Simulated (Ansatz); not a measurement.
# CH4S2Sn: ionisation energy by level of theory

How much energy removes an electron from CH4S2Sn at fixed geometry? The cation is run at each level and the neutral's energy taken from earlier runs.

Computed with Ansatz 0.2.0, Gaussian basis. Level: unrestricted cation, the program's frozen cores in correlated methods.

Levels to be run: UKS PBE-D4/def2-TZVPP; UKS r2SCAN-D4/def2-TZVPP; UKS PBE0-D4/def2-TZVPP; UKS B3LYP-D4/def2-TZVPP; UKS wB97X-V/def2-TZVPP; UKS wB97M-V/def2-TZVPP; UKS B2PLYP/def2-TZVPP; UHF-CCSD(T)/def2-TZVPP; UHF-MP2/def2-QZVPP; extrapolation to the limit; then −ε(HOMO) from the neutral's earlier runs with LDA (SPW92), PBE-D4, revPBE-D4, BLYP-D4, r2SCAN-D4, B97M-V, PBE0-D4, B3LYP-D4, r2SCANh-D4, r2SCAN0-D4, HSE06-D4, BHLYP-D4, CAM-B3LYP-D4, LC-ωPBE, ωB97X-V, ωB97M-V.

## 1. The geometry

The geometry comes from an earlier relaxation with PBE0-D4 in a triple-zeta def2 set; it is a stationary point, not always the lowest conformer. Sn takes the def2 core potential; no spin-orbit term is included.

SMILES `C[S][Sn][SH]`, 8 atoms, charge 0, spin multiplicity 1.

Atoms are counted from 1 here; the program's logs count them from 0.

Bond lengths: C1–S2 1.809 Å, C1–H5 1.090 Å, C1–H6 1.090 Å, C1–H7 1.090 Å, S2–Sn3 2.424 Å, Sn3–S4 2.439 Å, S4–H8 1.342 Å. Angles: S2–C1–H5 111.2°, S2–C1–H6 111.2°, S2–C1–H7 107.0°, H5–C1–H6 110.1°, H5–C1–H7 108.6°, H6–C1–H7 108.6°, C1–S2–Sn3 110.5°, S2–Sn3–S4 101.5°, Sn3–S4–H8 98.4°.

## 2. Cation, UKS PBE-D4/def2-TZVPP

in.yaml

```yaml
crystal:
  periodic: [false, false, false]
  atoms:
    - {symbol: C, position_ang: [0.296672, 1.025149, -0.382225]}
    - {symbol: S, position_ang: [0.752562, 0.720795, 1.342098]}
    - {symbol: Sn, position_ang: [0.090341, -1.511472, 2.014835]}
    - {symbol: S, position_ang: [-0.930896, -2.354481, -0.033242]}
    - {symbol: H, position_ang: [-0.782760, 0.962116, -0.521534]}
    - {symbol: H, position_ang: [0.802631, 0.329766, -1.052298]}
    - {symbol: H, position_ang: [0.619930, 2.038037, -0.623428]}
    - {symbol: H, position_ang: [-0.756280, -1.267111, -0.800008]}
basis:
  gaussian: {orbitals: def2-TZVPP}
total_charge: 1
magnetization: {spin_polarized: true, initial_magnetization: 1}
hamiltonian: {xc: pbe, dispersion: d4}
```

Run with:

```bash
ansatz run in.yaml --threads 2 --pin off --events-out ev --progress --plain --max-ram 32768MiB --backend cpu
```

After this run come: Cation, UKS r2SCAN-D4/def2-TZVPP; Cation, UKS PBE0-D4/def2-TZVPP; Cation, UKS B3LYP-D4/def2-TZVPP; Cation, UKS wB97X-V/def2-TZVPP; Cation, UKS wB97M-V/def2-TZVPP; Cation, UKS B2PLYP (frozen core)/def2-TZVPP; Cation, UHF-CCSD(T)/def2-TZVPP; Cation, UHF-MP2/def2-QZVPP.

**Question.** What will the summary of the whole plan be? Wanted: ionisation energy, CCSD(T)/CBS; nearest functional by difference; nearest −ε(HOMO); −ε(HOMO) of PBE; T1 of the cation.

**Answer**, as computed:

| quantity | value |
| --- | --- |
| ionisation energy, CCSD(T)/CBS | 9.13 eV |
| nearest functional by difference | ωB97X-V (-0.09 eV) |
| nearest −ε(HOMO) | ωB97X-V (+0.03 eV) |
| −ε(HOMO) of PBE | 5.94 eV |
| T1 of the cation | 0.025 |

**Reading.** By cation minus neutral, the functionals miss by 0.51 eV at most. −ε(HOMO) of PBE misses by 3.2 eV, since self-interaction lifts the level. Among orbital estimates ωB97X-V comes nearest. Hartree-Fock falls 1.15 eV short, as the neutral has more correlation energy than the cation. Correlated methods include outer-core shells of Sn, which these sets cover unevenly. With outer-core shells in play the reference is unsure by up to some tenths of an eV, so close misses can't be ranked.
